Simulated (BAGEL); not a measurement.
**C2H6Se (SMILES CC[SeH]): HF/STO-3G (density fitting with qzvpp-jkfit)**

What is the vertical singlet–triplet gap of C2H6Se at HF/STO-3G (density fitting with qzvpp-jkfit)? 

Program for the calculation: BAGEL 1.2.2.

5 further runs of the same task are left out: 2 that didn't finish, 3 set aside as unsound or not needed.

### 1 Starting point

C2H6Se has 9 atoms, charge 0, and is taken as a singlet. As SMILES, `CC[SeH]`. The coordinates come from a PBE0-D4/def2-TZVP relaxation. This is one conformer, not always the lowest.

Bond lengths: C1–C2 1.512 Å, C2–Se3 1.958 Å, C1–H4 1.095 Å, C1–H5 1.091 Å, C1–H6 1.092 Å, C2–H7 1.092 Å, C2–H8 1.090 Å, Se3–H9 1.469 Å. Some angles: C1–C2–Se3 114.0°, C1–C2–H7 111.4°, C1–C2–H8 112.1°, Se3–C2–H7 103.6°, Se3–C2–H8 107.8°, C2–C1–H4 110.4°, C2–C1–H5 111.2°, C2–C1–H6 111.2°, C2–Se3–H9 95.0°, H7–C2–H8 107.4°.

### 2 The energy at HF/STO-3G (density fitting with qzvpp-jkfit)

Contents of input.json:

```json
{ "bagel" : [

{
  "title" : "molecule",
  "basis" : "sto-3g",
  "df_basis" : "qzvpp-jkfit",
  "angstrom" : true,
  "geometry" : [
    { "atom" : "C", "xyz" : [   -0.462800,    0.619900,   -0.594700 ] },
    { "atom" : "C", "xyz" : [    0.220000,   -0.651600,   -0.143800 ] },
    { "atom" : "Se", "xyz" : [    1.467300,   -0.399500,    1.344200 ] },
    { "atom" : "H", "xyz" : [   -1.113000,    0.420000,   -1.452400 ] },
    { "atom" : "H", "xyz" : [    0.266900,    1.377400,   -0.885600 ] },
    { "atom" : "H", "xyz" : [   -1.080700,    1.040500,    0.201600 ] },
    { "atom" : "H", "xyz" : [    0.845200,   -1.070700,   -0.934700 ] },
    { "atom" : "H", "xyz" : [   -0.495600,   -1.419800,    0.148200 ] },
    { "atom" : "H", "xyz" : [    0.441100,    0.037700,    2.300200 ] }
  ]
},
{ "title" : "hf" },
{ "title" : "print", "file" : "orbitals.molden", "orbitals" : true }

]}
```

Started as:

```bash
$ BAGEL_NUM_THREADS=1 BAGEL input.json > input.out
```

The program printed:

```text
* using 1 threads per process

  ===============================================================
  ===============================================================

  *** Geometry ***

  { "atom" : "C", "xyz" : [     -0.874565,      1.171441,     -1.123820 ] },
  { "atom" : "C", "xyz" : [      0.415740,     -1.231346,     -0.271743 ] },
  { "atom" : "Se", "xyz" : [      2.772795,     -0.754946,      2.540170 ] },
  { "atom" : "H", "xyz" : [     -2.103265,      0.793685,     -2.744638 ] },
  { "atom" : "H", "xyz" : [      0.504368,      2.602909,     -1.673541 ] },
  { "atom" : "H", "xyz" : [     -2.042227,      1.966260,      0.380969 ] },
  { "atom" : "H", "xyz" : [      1.597197,     -2.023330,     -1.766327 ] },
  { "atom" : "H", "xyz" : [     -0.936548,     -2.683033,      0.280057 ] },
  { "atom" : "H", "xyz" : [      0.833558,      0.071243,      4.346748 ] },

  Number of auxiliary basis functions:      524

  Since a DF basis is specified, we compute 2- and 3-index integrals:
    o Being stored without compression. Storage requirement is 0.005 GB

  Number of basis functions:       34
  Number of electrons      :       52

    * METHOD: MOLECULE                             0.23

  *** RHF ***

  === Nuclear Repulsion ===
   174.9593824494

      * DIIS with orbital gradients will be used.

  === RHF iteration (sto-3g) ===
      0      -2451.81475044          0.00892995           0.05
      1      -2451.85317459          0.00250482           0.04
      2      -2451.85553140          0.00054306           0.03
      3      -2451.85569857          0.00006964           0.03
      4      -2451.85570149          0.00001299           0.03
      5      -2451.85570159          0.00000348           0.03
      6      -2451.85570160          0.00000042           0.03
      7      -2451.85570160          0.00000008           0.03
      8      -2451.85570160          0.00000002           0.03
      9      -2451.85570160          0.00000000           0.04
    * SCF iteration converged.

    * Permanent dipole moment:
           (    0.611926,    -0.060251,     0.183381) a.u.

    * METHOD: HF                                   0.47

    * METHOD: PRINT                                0.01

  ===============================================================
```

It took 0.85 s on 1 thread of Arm Neoverse V1, shared host; peak memory 0.085 GiB.

### 3 The triplet, same level

Contents of input.json:

```json
{ "bagel": [

{
  "title": "molecule",
  "basis": "sto-3g",
  "df_basis": "qzvpp-jkfit",
  "angstrom": true,
  "geometry": [
    { "atom": "C", "xyz": [      -0.462800,       0.619900,      -0.594700 ] },
    { "atom": "C", "xyz": [       0.220000,      -0.651600,      -0.143800 ] },
    { "atom": "Se", "xyz": [       1.467300,      -0.399500,       1.344200 ] },
    { "atom": "H", "xyz": [      -1.113000,       0.420000,      -1.452400 ] },
    { "atom": "H", "xyz": [       0.266900,       1.377400,      -0.885600 ] },
    { "atom": "H", "xyz": [      -1.080700,       1.040500,       0.201600 ] },
    { "atom": "H", "xyz": [       0.845200,      -1.070700,      -0.934700 ] },
    { "atom": "H", "xyz": [      -0.495600,      -1.419800,       0.148200 ] },
    { "atom": "H", "xyz": [       0.441100,       0.037700,       2.300200 ] }
  ]
},

{ "title": "uhf", "nopen": 2 },

{ "title": "print", "file": "orbitals.molden", "orbitals": true }

]}
```

Started as:

```bash
$ BAGEL_NUM_THREADS=1 BAGEL input.json > input.out
```

The program printed:

```text
* using 1 threads per process

  ===============================================================
  ===============================================================

  *** Geometry ***

  { "atom" : "C", "xyz" : [     -0.874565,      1.171441,     -1.123820 ] },
  { "atom" : "C", "xyz" : [      0.415740,     -1.231346,     -0.271743 ] },
  { "atom" : "Se", "xyz" : [      2.772795,     -0.754946,      2.540170 ] },
  { "atom" : "H", "xyz" : [     -2.103265,      0.793685,     -2.744638 ] },
  { "atom" : "H", "xyz" : [      0.504368,      2.602909,     -1.673541 ] },
  { "atom" : "H", "xyz" : [     -2.042227,      1.966260,      0.380969 ] },
  { "atom" : "H", "xyz" : [      1.597197,     -2.023330,     -1.766327 ] },
  { "atom" : "H", "xyz" : [     -0.936548,     -2.683033,      0.280057 ] },
  { "atom" : "H", "xyz" : [      0.833558,      0.071243,      4.346748 ] },

  Number of auxiliary basis functions:      524

  Since a DF basis is specified, we compute 2- and 3-index integrals:
    o Being stored without compression. Storage requirement is 0.005 GB

  Number of basis functions:       34
  Number of electrons      :       52

    * METHOD: MOLECULE                             0.22

  *** Open-shell HF ***

  === Nuclear Repulsion ===
   174.9593824494

      * DIIS with orbital gradients will be used.

  === UHF iteration (sto-3g) ===
      0      -2451.57191304          0.01173021           0.06
      1      -2451.60309201          0.00390313           0.06
      2      -2451.60747890          0.00132678           0.06
      3      -2451.60925249          0.00084798           0.07
      4      -2451.61011591          0.00061566           0.06
      5      -2451.61173502          0.00028406           0.07
      6      -2451.61219257          0.00012066           0.06
      7      -2451.61230958          0.00006893           0.06
      8      -2451.61233982          0.00002365           0.06
      9      -2451.61234213          0.00001086           0.06
     10      -2451.61234292          0.00000381           0.07
     11      -2451.61234301          0.00000153           0.06
     12      -2451.61234304          0.00000072           0.06
     13      -2451.61234304          0.00000048           0.07
     14      -2451.61234304          0.00000026           0.06
     15      -2451.61234304          0.00000009           0.06
     16      -2451.61234304          0.00000004           0.06
     17      -2451.61234304          0.00000002           0.07
     18      -2451.61234304          0.00000001           0.06
    * SCF iteration converged.

    * S^2 (UHF) is 2.0186

    * Permanent dipole moment:
           (   -0.018620,    -0.100057,    -0.595495) a.u.

    * METHOD: UHF                                  1.34

    * METHOD: PRINT                                0.00

  ===============================================================
```

It took 1.7 s on 1 thread of Arm Neoverse V1, shared host; peak memory 0.085 GiB.

### 4 Summary of results

Level: HF/STO-3G (density fitting with qzvpp-jkfit).

```
                                        quantity           value
                           singlet: total energy  -2451.85570 Eh
                          singlet: dipole moment          1.63 D
                            singlet: HOMO energy        -6.96 eV
                            singlet: LUMO energy         9.98 eV
                          singlet: HOMO–LUMO gap        16.94 eV
                           triplet: total energy  -2451.61234 Eh
                          triplet: dipole moment          1.54 D
                                   triplet: ⟨S²⟩           2.019
vertical energy of the triplet above the singlet        6.622 eV
```

What this shows: At this shape the triplet lies 6.62 eV (639 kJ/mol) above the singlet. In a minimal basis such a difference can be off by several eV, whatever the method.
